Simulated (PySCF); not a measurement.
# C2H2BCl2N: the cost of one run

Programs: PySCF 2.14.0, with density-fitted response routines of our own. Each step states its level of theory. These are calculated values for one molecule in the gas phase, unless marked as measured. Atoms are numbered from 0 throughout.

### Step 1. The molecule as given

8 atoms, charge 0, multiplicity 1; geometry from: PBE0-D3(BJ)/def2-SVP.

Bonds of the start (Å): N0–C1 1.16, C1–C2 1.45, C2–B3 1.58, B3–Cl4 1.75, B3–Cl5 1.74, C2–H6 1.10, C2–H7 1.10.

### Step 2. Shielding tensors: HF/pcSseg-2

Job settings and geometry (Å):

```
{"job": {"kind": "nmr", "xc": "HF", "basis": "pcSseg-2", "pop": false}, "charge": 0, "multiplicity": 1}
N     -0.425302     2.242706     0.077036
C      0.107050     1.357143    -0.443097
C      0.776426     0.246167    -1.092968
B      2.162807    -0.197536    -0.479038
Cl     2.993330    -1.536220    -1.234059
Cl     2.870045     0.586741     0.898537
H      0.112863    -0.637347    -1.093536
H      0.937923     0.481476    -2.160054
```

Method: GIAO HF/pcSseg-2 NMR shielding, non-relativistic, gas phase.

The run is started by

```
OMP_NUM_THREADS=1 python probes_run.py task.json out
```

This one command runs all jobs of the session in turn.

Q: Estimate the wall time and peak memory of this first job on 1 thread of Arm Neoverse N1, shared host.

About 31 s, with a peak of 0.97 GiB.
